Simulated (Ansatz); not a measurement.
# CH₂FNSi: one structure at several levels

The task here is to estimate one member of a computed series from the others.

Computed with Ansatz 0.2.0, Gaussian basis. Level: single points in def2-TZVPP.

Correlated methods freeze the cores.

## Where the work starts

SMILES `NC#[Si]F`, 6 atoms, charge 0, spin multiplicity 1.

Atoms are counted from 1 here; the program's logs count them from 0.

Bond lengths: N1–C2 1.305 Å, N1–H5 1.148 Å, N1–H6 1.070 Å, C2–Si3 1.518 Å, Si3–F4 1.734 Å. Angles: C2–N1–H5 120.4°, C2–N1–H6 135.0°, H5–N1–H6 103.9°, N1–C2–Si3 139.1°, C2–Si3–F4 123.6°.

Coordinates:

```xyz
6
charge 0, multiplicity 1
N     0.14830    1.09520    0.29100
C    -0.22410   -0.07970   -0.13650
Si    0.29520   -1.50560   -0.17040
F    -0.68650   -2.87520   -0.57840
H     0.41270    1.92740   -0.45460
H     0.14600    1.59160    1.23900
```

The first run:

run/in.yaml

```yaml
crystal:
  periodic: [false, false, false]
  atoms:
    - {symbol: N, position_ang: [0.148300, 1.095200, 0.291000]}
    - {symbol: C, position_ang: [-0.224100, -0.079700, -0.136500]}
    - {symbol: Si, position_ang: [0.295200, -1.505600, -0.170400]}
    - {symbol: F, position_ang: [-0.686500, -2.875200, -0.578400]}
    - {symbol: H, position_ang: [0.412700, 1.927400, -0.454600]}
    - {symbol: H, position_ang: [0.146000, 1.591600, 1.239000]}
basis:
  gaussian: {orbitals: def2-TZVPP}
correlation: {method: ccsd_t}
output: {forces: true}
```

The command line of these runs was not kept.

Steps of the session up to this table: CCSD(T)/def2-TZVPP; PBE0-D4/def2-TZVPP; wB97M-V/def2-TZVPP; r2SCAN-D4/def2-TZVPP; PBE-D4/def2-TZVPP; CAM-B3LYP-D4/def2-TZVPP; r2SCANh-D4/def2-TZVPP.

One of the session's tables, all rows but one given; the rest of the session is left out.

| method | RMS force component (eV/Å) | angle to CCSD(T) forces (°) | dipole (D) |
| --- | --- | --- | --- |
| CCSD(T) | 4.213 | reference | 5.19 |
| PBE0-D4 | ? | ? | ? |
| wB97M-V | 4.159 | 3.6 | 5.31 |
| r2SCAN-D4 | 4.060 | 2.8 | 5.10 |
| PBE-D4 | 3.968 | 3.9 | 5.02 |
| CAM-B3LYP-D4 | 4.099 | 4.3 | 5.34 |
| r2SCANh-D4 | 4.104 | 3.3 | 5.16 |

Estimate the missing values for PBE0-D4.

The run gave: RMS force component (eV/Å): 4.115; angle to CCSD(T) forces (°): 3.9; dipole (D): 5.22. In the column «RMS force component (eV/Å)» it lies between r2SCANh-D4 (4.104) and wB97M-V (4.159).
